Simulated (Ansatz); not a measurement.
RbW in Ansatz: convergence with k mesh

Input of the first run (k mesh 3 × 3 × 2); the others differ in this setting and in those tied to it:

File input.yaml:

```yaml
crystal:
  lattice:
    - [3.54662259, 0.0, 0.0]
    - [-1.77331129, 3.07146526, 0.0]
    - [0.0, 0.0, 5.49414464]
  atoms:
    - { symbol: Rb, position: [0.0, 0.0, 0.5] }
    - { symbol: W, position: [0.66666667, 0.33333333, 0.0] }
hamiltonian:
  xc: lda
  pseudopotentials: { kind: nc, accuracy: standard }
kpoints:
  mp_grid: { grid: [3, 3, 2] }
scf:
  occupations: { method: fermi_dirac, width: 0.05 }
output:
  forces: true
  stress: true
  eigenvalues: true
```

Potentials or basis: PseudoDojo standard (LDA files).

Launch:

```console
$ ansatz run input.yaml --threads 2 --pin off --max-ram 5632MiB --backend cpu --events-out ev --progress --plain --runs-dir out
```

The cell was built by a generator and needn't be a form met in nature.

Hardware: 2 threads of Arm Neoverse V2, on a shared host.

```
     k mesh  energy less the tightest run, at zero smearing (meV/atom)  pressure (GPa)  SCF cycles  CPU time (s)  peak memory (GiB)
  3 × 3 × 2                                                      45.12           -9.82          12             2               0.27
  4 × 4 × 3                                                     -26.99          -10.77          10           2.2               0.28
  5 × 5 × 3                                                      -5.11          -10.83          10           2.9               0.28
  6 × 6 × 4                                                       6.11          -10.37          10           5.5                0.3
  8 × 8 × 5                                                      -1.26          -10.49           9           7.7               0.31
10 × 10 × 6                                                      -0.10          -10.46           9            14               0.36
12 × 12 × 7                                                       0.86          -10.47           9            21               0.39
14 × 14 × 8                                                       0.00          -10.48           9            32               0.46
```

Against the tightest run, the energy stays within 1 meV/atom from 10 × 10 × 6 on; the pressure stays within 0.1 GPa from 8 × 8 × 5 on. Meshes of other sizes hit other points, so gaps and Fermi surfaces needn't settle smoothly. The tightest run that finished is the yardstick and may itself not be fully converged.

The run has no spin-orbit coupling, so splittings on W are missing.
